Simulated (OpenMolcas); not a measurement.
# Au²⁺ among point charges: CASSCF and CASPT2 levels and susceptibility

How does a field of 6 point charges split the states of Au²⁺, and what χT follows?

The numbers are computed with OpenMolcas 26.06 (state-averaged CASSCF and CASPT2, spin-orbit coupling by RASSI with atomic mean-field integrals), except any that are marked as measured or tabulated.

### Step 1. The system

| Property | Result |
| --- | --- |
| Species | Au²⁺ (gold, Z = 79, 77 electrons) |
| Basis | ANO-RCC-VTZP [8s7p5d3f1g], 84 functions |
| Scalar Hamiltonian | DKH2, point nucleus |
| Inactive shells | 1s 2s 2p 3s 3p 3d 4s 4p 4d 4f 5s 5p |
| Active space | 9 electrons in 5 orbitals (5d) |
| Some configurations of this space | 5d⁹ |
| Orbitals | optimised for each spin and parity, averaged over all roots |

Outer shells as boxes (Hund's rule):

5d9
```
5d [↑↓][↑↓][↑↓][↑↓][↑ ]
```

The ion sits among 6 point charges of -1 e arranged as an octahedron (Oh), 1.85 Å from the ion.

The work runs as a chain of OpenMolcas steps in one folder; each step below is one input file. Labels, J, g values, rates, χT and fits are worked out afterwards by a script from the matrices that RASSI stores. The input lists half of the charges; inversion (Group=XYZ) makes the rest.

### Step 2. GATEWAY and SEWARD: basis and integrals

a.inp reads:

```
&GATEWAY
Coord
1

Au 0.0 0.0 0.0
Basis=ANO-RCC-VTZP
Group=XYZ
NoMove
AngMom=0.0 0.0 0.0
AMFI
XField
3 Angstrom 0
1.850000 0.000000 0.000000 -1.000000
0.000000 1.850000 0.000000 -1.000000
0.000000 0.000000 1.850000 -1.000000
&SEWARD
```

Command:

```bash
> OMP_NUM_THREADS=1 MOLCAS_MEM=1689 MOLCAS_PROJECT=a pymolcas a.inp > a.log
```

### Step 3. Reference wave functions, doublets of even parity, 5 roots

a.inp reads:

```
&RASSCF
FileOrb=start.orb
Symmetry=1
Spin=2
nActEl=9 0 0
Inactive=15 19
Ras2=5 0
CIRoot=5 5 1
SDav=5
CIMx=300
Iter=120 100
PrWF=0.3
OrbListing=Nothing
MaxOrb=0
>>> COPY $Project.JobIph JOB001
```

start.orb holds the contracted functions of the basis, ordered by shell, or the orbitals of the step before.

### Step 4. RASSI: spin-orbit coupling between the states

a.inp reads:

```
&RASSI
NrOfJobIphs=1 5
1 2 3 4 5
IphNames
JOB001
EJob
SpinOrbit
DIPRint=1.0
SOCoupling=1000.0
Subsets=2
Property=9
'ANGMOM' 1 'ANGMOM' 2 'ANGMOM' 3 'MLTPL  1' 1 'MLTPL  1' 2 'MLTPL  1' 3
'AMFI' 1 'AMFI' 2 'AMFI' 3
SOProperty=3
'ANGMOM' 1 'ANGMOM' 2 'ANGMOM' 3
```

### Step 5. CASPT2: IPEA 0.25, imaginary shift 0.1 (closed shells correlated: 5s 5p)

a.inp reads:

```
>>> COPY JOB001 $Project.JobIph
&CASPT2
Multistate=5 1 2 3 4 5
NoMult
Frozen=14 16
IPEA=0.25
Imaginary=0.1
MaxIter=60
WThr=0.0 0.3 0.05
PrWF=0.5
NoMix
```

(Steps that only read results are left out.)

Before running it: what results should come out? Wanted: spin-free ground state; first state of the same spin within the active space; lowest level; next level.

**Answer**, as computed:

| quantity | value |
| --- | --- |
| method | SS-CASPT2, IPEA 0.25, imaginary shift 0.1 (closed shells correlated: 5s 5p) |
| spin-free ground state | 2E, 2-fold in its orbital part |
| first state of the same spin within the active space | 2T2 at 8110 cm⁻¹ |
| lowest level | 4-fold Γ8 |
| next level | 6057.9 cm⁻¹ |
| χT at 300 K | 0.97 cm³ K/mol |
| effective moment at 300 K | 2.79 μB |

Cost by method:

```
                                              method  time of its own steps  time with the reference
                                           A. CASSCF                  2.1 s                    2.1 s
B. SS-CASPT2, IPEA 0.25, imaginary shift 0.1, +5s 5p                  1.1 s                    3.2 s
```

Times are of one thread on a shared host.

The spin-free ground state (2E) comes to 100 % from free-ion D terms and keeps the highest spin of the shell. χT at 300 K is 0.97, against 0.38 cm³ K/mol for the spin alone, so orbital moment adds to it. A ligand-field fit to the states below 45000 cm-1 gives 10Dq = 8105 cm-1, the gap between the two states. CASPT2 does not keep the components of a term degenerate, and the means are used. An orbital doublet at a regular site is open to a Jahn-Teller distortion, which this geometry leaves out. The field of point charges can differ much from that of real complexes. This is an electrostatic model: the charges have no orbitals.
